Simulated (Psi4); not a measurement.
# doublet SnNH4Cl+ at UHF/3-21G

Aim: a single-point energy of doublet SnNH4Cl+. 

The results are computed with Psi4 1.11.

2 further runs of the same task are left out: 2 set aside as unsound or not needed.

### Step 1. The system as given

SnNH4Cl+ has 7 atoms, charge +1, and is taken as a doublet. As SMILES of the parent species, `[NH2][SnH2][Cl]`. Geometry: relaxed at PBE0-D4/def2-TZVP. This is one conformer, not always the lowest. That shape belongs to the parent species and isn't relaxed for this state.

Bond lengths: N1–Sn2 2.002 Å, Sn2–Cl3 2.335 Å, N1–H4 1.009 Å, N1–H5 1.009 Å, Sn2–H6 1.700 Å, Sn2–H7 1.700 Å. Angles: N1–Sn2–Cl3 106.6°, N1–Sn2–H6 110.9°, N1–Sn2–H7 110.9°, Cl3–Sn2–H6 105.3°, Cl3–Sn2–H7 105.3°, Sn2–N1–H4 116.4°, Sn2–N1–H5 116.4°, H6–Sn2–H7 117.0°, H4–N1–H5 109.9°.

### Step 2. A single-point energy at UHF/3-21G

job.dat reads:

```
memory 2200 mb

molecule system {
  1 2
  N
  Sn 1 2.002434
  Cl 2 2.335369 1 106.55202
  H 1 1.008907 2 116.4234 3 113.96277
  H 1 1.008862 4 109.88019 2 -135.09742
  H 2 1.700375 1 110.87595 5 131.9995
  H 2 1.700417 6 116.99946 1 128.54451
  symmetry c1
}

set {
  basis 3-21G
  reference uhf
  puream true
  e_convergence 1e-09
  d_convergence 1e-08
  scf_type pk
  maxiter 100
}

energy("hf")
```

On the command line:

```sh
$ psi4 job.dat job.out -n 1
```

Q: Predict the results. Wanted: total energy; HOMO energy; LUMO energy; ⟨S²⟩.

**Answer.** As computed:

At UHF/3-21G:

```
                          quantity           value
                      total energy  -6509.77693 Eh
HOMO energy (highest over α and β)       -16.33 eV
 LUMO energy (lowest over α and β)        -6.54 eV
                              ⟨S²⟩           0.758
```

**Reading.** Relativity is left out although the molecule holds a heavy atom.
